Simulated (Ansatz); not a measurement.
Consider a frozen displacement of one atom of Ge, space group P6_3/mmc (the Ansatz DFT code, driven from Python).

Script `run_push.py`:
```python
"""Frozen displacement of one atom in Ge."""

import warnings

import ansatz as az
import numpy as np


def main() -> None:
    warnings.simplefilter("ignore", az.DeckWarning)

    lattice = az.Lattice.of(
        [3.99759, 0.0, 0.0],
        [-1.99879, 3.46201, 0.0],
        [0.0, 0.0, 6.59938],
    )
    sites = [
        ("Ge", [2 / 3, 1 / 3, 0.0629]),
        ("Ge", [1 / 3, 2 / 3, 0.5629]),
        ("Ge", [2 / 3, 1 / 3, 0.4371]),
        ("Ge", [1 / 3, 2 / 3, 0.9371]),
    ]
    cell = az.Crystal(lattice=lattice)
    for symbol, position in sites:
        cell = cell.atom(symbol, position)

    inverse = np.linalg.inv(np.array(cell.lattice.vectors))
    home = np.array(cell.sites[1].position)
    values = np.linspace(-0.2, 0.2, 5)
    energies, pulls = [], []
    for shift in values:
        moved = cell.move(1, to=home + shift * inverse[1])
        base = moved.calculation()
        base = base.functional("lda").basis(260, density_ratio=6)
        base = base.accuracy("medium").kpoints(density=4.3)
        base = base.occupations("Marzari-Vanderbilt", width=0.3)
        base = base.scf(lower_state_search="light")
        base = base.forces()
        rep = base.run().report
        energies.append(rep["free_energy_ev"])
        pulls.append(rep["forces_ev_ang"][1][1])

    # the force is minus the slope of the free energy
    print("shift (A)   dE (eV)   force along y (eV/A)")
    for shift, e, f in zip(values, energies, pulls):
        print(f"{shift:8.3f} {e - energies[2]:10.5f} {f:12.4f}")
    print(f"stiffness from energies {2 * np.polyfit(values, energies, 2)[0]:.3f}, from forces {-np.polyfit(values, pulls, 1)[0]:.3f} eV/A^2")


if __name__ == "__main__":
    main()
```

How stiff is this displacement, and do energies and forces agree?

The curvature of the energy gives 10.764 eV/Å² and the slope of the force 10.607 eV/Å², a positive curvature.

What the script printed:

```console
$ python run_push.py
shift (A)   dE (eV)   force along y (eV/A)
  -0.200    0.18563       1.6481
  -0.100    0.05151       0.9819
   0.000    0.00000      -0.0000
   0.100    0.05913      -1.2101
   0.200    0.24644      -2.5595
stiffness from energies 10.764, from forces 10.607 eV/A^2
```

Reading the output:
- These settings explore the input space; cutoff and mesh may be short of convergence.
- The cutoff lies under the one recommended for these potentials.
- This isn't the structure that Ge takes at ambient conditions.
- All periodic images of the atom move with it, so the curvature is one diagonal element of the zone-centre force constants and no normal mode; a positive value doesn't exclude soft modes in which several atoms move.
- The script silences the warnings on its input, which a real study should read.
- Hardware and time: 41 s on 1 thread of Arm Neoverse V2, on a shared host, peak memory 0.43 GiB.
